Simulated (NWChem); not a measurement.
**C4H3F3 (SMILES CC#CC(F)(F)F) at 5 levels**

Wanted: a comparison of 5 runs (HF/STO-3G, HF/3-21G, B3LYP/6-31G*, B2PLYP/3-21G) of C4H3F3. 

The results are computed with NWChem 7.3.0.

### 1 The system as given

C4H3F3: 10 atoms, total charge 0, spin state singlet. SMILES: `CC#CC(F)(F)F`. Geometry: relaxed at PBE0-D4/def2-TZVP.

Bond lengths: C1–C2 1.446 Å, C2–C3 1.199 Å, C3–C4 1.455 Å, C4–F5 1.338 Å, C4–F6 1.338 Å, C4–F7 1.338 Å, C1–H8 1.092 Å, C1–H9 1.092 Å, C1–H10 1.092 Å. Some angles: C1–C2–C3 179.9°, C2–C3–C4 179.8°, C3–C4–F5 111.6°, C3–C4–F6 111.6°, C3–C4–F7 111.6°, F5–C4–F6 107.3°, F5–C4–F7 107.3°, F6–C4–F7 107.3°, C2–C1–H8 110.6°, C2–C1–H9 110.6°.

### 2 Energy and gradient at HF/STO-3G (run 1)

Contents of run.py:

```python
from ase import Atoms
from ase.calculators.nwchem import NWChem

molecule = Atoms(['C', 'C', 'C', 'C', 'F', 'F', 'F', 'H', 'H', 'H'], positions=[
    [0.619800, -1.556900, 1.244800],
    [0.194600, -0.479100, 0.380100],
    [-0.159100, 0.414300, -0.336800],
    [-0.584700, 1.499700, -1.206600],
    [0.461500, 2.155500, -1.722900],
    [-1.329600, 2.395300, -0.547500],
    [-1.317800, 1.050100, -2.232100],
    [0.341200, -2.523600, 0.819300],
    [0.153100, -1.467200, 2.228400],
    [1.704100, -1.539200, 1.376200],
])

calc = NWChem(
    label='job',
    theory='scf',
    memory='2200 mb',
    basis='STO-3G',
    basispar='spherical bse',
    scf={'nopen': '0', 'rhf': None, 'thresh': '1e-08', 'maxiter': '80'},
)
molecule.calc = calc

forces = molecule.get_forces()
print(f"energy = {molecule.get_potential_energy():.6f} eV")
print("forces (eV/A):")
for s, f in zip(molecule.symbols, forces):
    print(f"{s:2s} {f[0]:10.5f} {f[1]:10.5f} {f[2]:10.5f}")
print("dipole (e A):", molecule.get_dipole_moment().round(4))
```

On the command line:

```bash
$ export ASE_NWCHEM_COMMAND="nwchem PREFIX.nwi > PREFIX.nwo"
$ python run.py
```

The log of the run:

```text
energy = -12120.095061 eV
forces (eV/A):
C     0.54754   -1.38284    1.11257
C    -1.66186    4.18478   -3.35940
C     1.94864   -4.91312    3.94299
C    -0.01897    0.02869   -0.02103
F     2.19192    1.27799   -1.00530
F    -1.50687    1.77051    1.41992
F    -1.48420   -1.00407   -2.05627
H     0.05451    0.11688    0.08999
H     0.08515   -0.04535   -0.12814
H    -0.15591   -0.03348    0.00463
dipole (e A): [ 0.143  -0.3627  0.2909]
```

The calculator wrote job.nwi:

```
title "job"

permanent_dir job

scratch_dir job

start job

geometry units angstrom nocenter noautosym noautoz
  C  6.1980000000000002e-01 -1.5569000000000000e+00 1.2447999999999999e+00
  C  1.9460000000000000e-01 -4.7910000000000003e-01 3.8009999999999999e-01
  C  -1.5909999999999999e-01 4.1430000000000000e-01 -3.3679999999999999e-01
  C  -5.8470000000000000e-01 1.4997000000000000e+00 -1.2065999999999999e+00
  F  4.6150000000000002e-01 2.1555000000000000e+00 -1.7229000000000001e+00
  F  -1.3295999999999999e+00 2.3953000000000002e+00 -5.4749999999999999e-01
  F  -1.3178000000000001e+00 1.0501000000000000e+00 -2.2321000000000000e+00
  H  3.4120000000000000e-01 -2.5236000000000001e+00 8.1930000000000003e-01
  H  1.5310000000000001e-01 -1.4672000000000001e+00 2.2284000000000002e+00
  H  1.7040999999999999e+00 -1.5391999999999999e+00 1.3762000000000001e+00
end

memory 2200 mb

basis spherical bse noprint
   * library STO-3G
end

scf
  nopen 0
  rhf
  thresh 1e-08
  maxiter 80
end

task scf gradient
```

job.nwo, shortened:

```text
[...]
      One-electron energy =  -1201.899612560567
[... 1 line left out ...]
 Nuclear repulsion energy =    292.783730600620
[... 45 lines left out ...]
                       ROHF Final Molecular Orbital Analysis
[... 249 lines left out ...]
     1   1 0 0      0.270208      0.000000    -32.221907
[...]
  wavefunction    =   RHF
                         RHF ENERGY GRADIENTS
    atom               coordinates                        gradient
                 x          y          z           x          y          z
   1 C       1.171252  -2.942114   2.352331   -0.010648   0.026892  -0.021636
   2 C       0.367741  -0.905368   0.718285    0.032318  -0.081381   0.065330
   3 C      -0.300655   0.782913  -0.636460   -0.037895   0.095545  -0.076679
[... 6 lines of this table left out ...]
  10 H       3.220282  -2.908666   2.600641    0.003032   0.000651  -0.000090
[...]
```

Run time: 2.8 s. Hardware: 1 thread of Intel Xeon 6975P-C (Granite Rapids), shared host; peak memory 0.096 GiB.

### 3 Energy and gradient at HF/3-21G (run 2)

Contents of c4h3f3.nw:

```
start c4h3f3
title "C4H3F3 gradient"
memory 2200 mb
geometry noautosym nocenter noautoz
C      0.619800    -1.556900     1.244800
C      0.194600    -0.479100     0.380100
C     -0.159100     0.414300    -0.336800
C     -0.584700     1.499700    -1.206600
F      0.461500     2.155500    -1.722900
F     -1.329600     2.395300    -0.547500
F     -1.317800     1.050100    -2.232100
H      0.341200    -2.523600     0.819300
H      0.153100    -1.467200     2.228400
H      1.704100    -1.539200     1.376200
end
basis "ao basis" spherical bse
C library 3-21G
F library 3-21G
H library 3-21G
end
scf
nopen 0
rhf
thresh 1e-08
maxiter 80
end
task scf gradient
```

On the command line:

```bash
$ nwchem c4h3f3.nw > c4h3f3.out
```

The log of the run:

```text
[...]
  functions       =    69
[...]
  wavefunction    = RHF
[...]
         Total SCF energy =   -449.030236411478
      One-electron energy =  -1201.626930981879
      Two-electron energy =    459.812963969780
 Nuclear repulsion energy =    292.783730600621
        Time for solution =      1.9s
[...]
                         RHF ENERGY GRADIENTS
    atom               coordinates                        gradient
                 x          y          z           x          y          z
   1 C       1.171252  -2.942114   2.352331   -0.005081   0.012746  -0.010274
   2 C       0.367741  -0.905368   0.718285    0.014253  -0.035564   0.028576
   3 C      -0.300655   0.782913  -0.636460   -0.009938   0.024474  -0.019696
   4 C      -1.104923   2.834022  -2.280143   -0.005429   0.014186  -0.011395
   5 F       0.872109   4.073304  -3.255809   -0.009110  -0.006084   0.004799
   6 F      -2.512580   4.526461  -1.034625    0.006653  -0.008142  -0.005511
   7 F      -2.490281   1.984401  -4.218057    0.006567   0.003631   0.009251
   8 H       0.644775  -4.768913   1.548253   -0.001342  -0.005291  -0.002005
   9 H       0.289317  -2.772606   4.211065   -0.002350   0.000214   0.005363
  10 H       3.220282  -2.908666   2.600641    0.005777  -0.000170   0.000892
[...]
```

It took 2.8 s on 1 thread of Intel Xeon 6975P-C (Granite Rapids), shared host; peak memory 0.096 GiB.

Runs 3 to 4 aren't shown in full; the table further down has their settings and results.

### 4 Energy and forces at B3LYP/6-31G(d) (Cartesian functions) (run 5)

Contents of c4h3f3.nw:

```
START c4h3f3
memory 2200 mb

GEOMETRY units atomic noautosym nocenter noautoz
  C      1.17125225    -2.94211460     2.35233108
  C      0.36774070    -0.90536779     0.71828490
  C     -0.30065543     0.78291353    -0.63645976
  C     -1.10492287     2.83402227    -2.28014354
  F      0.87210861     4.07330466    -3.25580914
  F     -2.51257986     4.52646099    -1.03462505
  F     -2.49028109     1.98440140    -4.21805768
  H      0.64477455    -4.76891285     1.54825261
  H      0.28931707    -2.77260617     4.21106570
  H      3.22028229    -2.90866645     2.60064109
END

BASIS
  * library 6-31G*
END

DFT
  xc b3lyp
  grid fine
  convergence energy 1e-08
  iterations 100
  mulliken
END

TASK dft gradient
```

On the command line:

```bash
$ nwchem c4h3f3.nw > c4h3f3.out
```

The log of the run, shortened:

```text
[...]
          Wavefunction type:  closed shell.
          No. of atoms     :    10
          No. of electrons :    54
[...]
          Charge           :     0
          Spin multiplicity:     1
[...]
          AO basis - number of functions:   111
[...]
              XC Information
              --------------
                         B3LYP Method XC Potential
                     Hartree-Fock (Exact) Exchange  0.200
                        Slater Exchange Functional  0.800 local
                    Becke 1988 Exchange Functional  0.720 non-local
              Lee-Yang-Parr Correlation Functional  0.810
                  VWN I RPA Correlation Functional  0.190 local
[...]
 d= 0,ls=0.0,diis     1   -453.4895046231 -7.46D+02  2.00D-02  1.95D+00     1.8
[...]
 d= 0,ls=0.0,diis    10   -453.6874333054 -4.98D-09  5.54D-07  6.11D-09    14.4
         Total DFT energy =     -453.687433305358
      One electron energy =    -1206.327814930708
           Coulomb energy =      514.078489022406
    Exchange-Corr. energy =      -54.221816734332
 Nuclear repulsion energy =      292.783709337275
[...]
      Total Density - Mulliken Population Analysis
     ---------------------------------------------
[...]
  wavefunction    = closed shell
                         DFT ENERGY GRADIENTS
    atom               coordinates                        gradient
                 x          y          z           x          y          z
   1 C       1.171252  -2.942115   2.352331   -0.000966   0.002398  -0.001965
   2 C       0.367741  -0.905368   0.718285   -0.002326   0.006026  -0.004822
   3 C      -0.300655   0.782914  -0.636460    0.003651  -0.009444   0.007560
   4 C      -1.104923   2.834022  -2.280144   -0.001561   0.004110  -0.003327
   5 F       0.872109   4.073305  -3.255809   -0.010087  -0.005170   0.004063
   6 F      -2.512580   4.526461  -1.034625    0.006543  -0.007352  -0.006830
   7 F      -2.490281   1.984401  -4.218058    0.006445   0.005090   0.008764
   8 H       0.644775  -4.768913   1.548253    0.000176   0.002734   0.000080
   9 H       0.289317  -2.772606   4.211066    0.000504   0.000742  -0.002552
  10 H       3.220282  -2.908666   2.600641   -0.002378   0.000867  -0.000972
[...]
```

Wall time 18 s (1 thread of Intel Xeon 6975P-C (Granite Rapids), shared host); peak memory 0.12 GiB.

### 5 Overview of the runs

```
run                               level  iteration cap  module  energy (Eh)  dipole moment (D)  HOMO energy (eV)  LUMO energy (eV)  wall time
  1                           HF/STO-3G             80     scf  -445.405282               2.34             -9.54              9.16      2.8 s
  2                            HF/3-21G             80     scf  -449.030236               4.15            -11.67              4.55      2.8 s
  3  B3LYP/6-31G* (spherical functions)            100     dft  -453.681891                  –                 –                 –       17 s
  4                        B2PLYP/3-21G            100     dft  -450.734471                  –                 –                 –       13 s
  5  B3LYP/6-31G* (Cartesian functions)            100     dft  -453.687433               3.23             -7.94              0.46       18 s
```

### 6 Summary of results

| quantity | value |
| --- | --- |
| run 5: total energy | -453.68743 Eh |
| run 5: dipole moment | 3.23 D |
| run 5: HOMO energy | -7.94 eV |
| run 5: LUMO energy | 0.46 eV |
| run 5: HOMO–LUMO gap | 8.40 eV |
| run 5: largest force on an atom | 0.650 eV/Å |

**Reading.** Over runs 1, 2, 5 the dipole moment (its size) runs from 2.34 D (HF/STO-3G) to 4.15 D (HF/3-21G). Over runs 1, 2, 5 the HOMO–LUMO gap runs from 8.40 eV (B3LYP/6-31G*) to 18.70 eV (HF/STO-3G). The two ends differ in method and basis. Totals of different functionals can't be ranked against each other. In run 1 the basis is minimal, so the values are rough. All runs together took 54 s, the longest 18 s.
